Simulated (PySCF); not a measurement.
# Cl4OTa (Ta(O)(Cl)4-): the cost of one run

The runs use PySCF 2.14.0; BP86, Ta def2-SVP with ECP60, O def2-SVP, Cl def2-SVP; scalar-relativistic core potentials, no spin–orbit coupling.

4 further runs of the same task are left out: 2 for a known fault of the program, 2 that didn't finish.

## 1. Starting geometry

6 atoms, charge -1, spin multiplicity 1.

Bond lengths: Ta1–O2 1.759 Å, Ta1–Cl3 2.539 Å, Ta1–Cl4 2.371 Å, Ta1–Cl5 2.371 Å, Ta1–Cl6 2.371 Å. Angles: O2–Ta1–Cl3 180.0°, O2–Ta1–Cl4 93.1°, O2–Ta1–Cl5 93.1°, O2–Ta1–Cl6 93.1°, Cl3–Ta1–Cl4 86.9°, Cl3–Ta1–Cl5 86.9°, Cl3–Ta1–Cl6 86.9°, Cl4–Ta1–Cl5 119.7°, Cl4–Ta1–Cl6 119.7°, Cl5–Ta1–Cl6 119.7°.

Geometry (Å):

```tsv
atom	x (Å)	y (Å)	z (Å)
Ta1	0.0000	0.0000	0.2347
O2	0.0000	0.0000	1.9941
Cl3	0.0000	0.0000	-2.3039
Cl4	2.3675	0.0000	0.1079
Cl5	-1.1838	2.0503	0.1079
Cl6	-1.1838	-2.0503	0.1079
```

Formal oxidation states: Ta +5. An earlier session relaxed this geometry at BP86, Ta def2-SVP with ECP60, O def2-SVP, Cl def2-SVP (singlet, point group C3v).

Its energy there is -1973.101076 Eh.

## 2. Atoms moved at random, σ = 0.06 Å

run.py (the lines that set the calculation)

```python
mol = gto.M(atom='''
Ta     0.04602     0.05817     0.17634
O     -0.01355     0.04124     2.01229
Cl     0.02824     0.02087    -2.27472
Cl     2.34562    -0.03929     0.10192
Cl    -1.13193     1.91234     0.14849
Cl    -1.27440    -1.99334     0.08423''',
    basis={'Ta': 'def2-SVP', 'O': 'def2-SVP', 'Cl': 'def2-SVP'},
    ecp={'Ta': 'def2-SVP'},
    charge=-1, spin=0)
mf = dft.RKS(mol, xc='B88,P86')
mf.grids.atom_grid = (50, 194)
mf = mf.density_fit()  # fitting sets: Ta def2-universal-JKFIT, O def2-universal-JKFIT, Cl def2-universal-JKFIT
mf.conv_tol = 1e-08; mf.max_cycle = 55
mf.kernel(dm0)  # dm0: the density of the relaxed state
```

Launch:

```console
OMP_NUM_THREADS=2 python run.py
```

**Question.** How long does this run take on 2 threads of Arm Neoverse V1, shared host?

About 6.3 s.
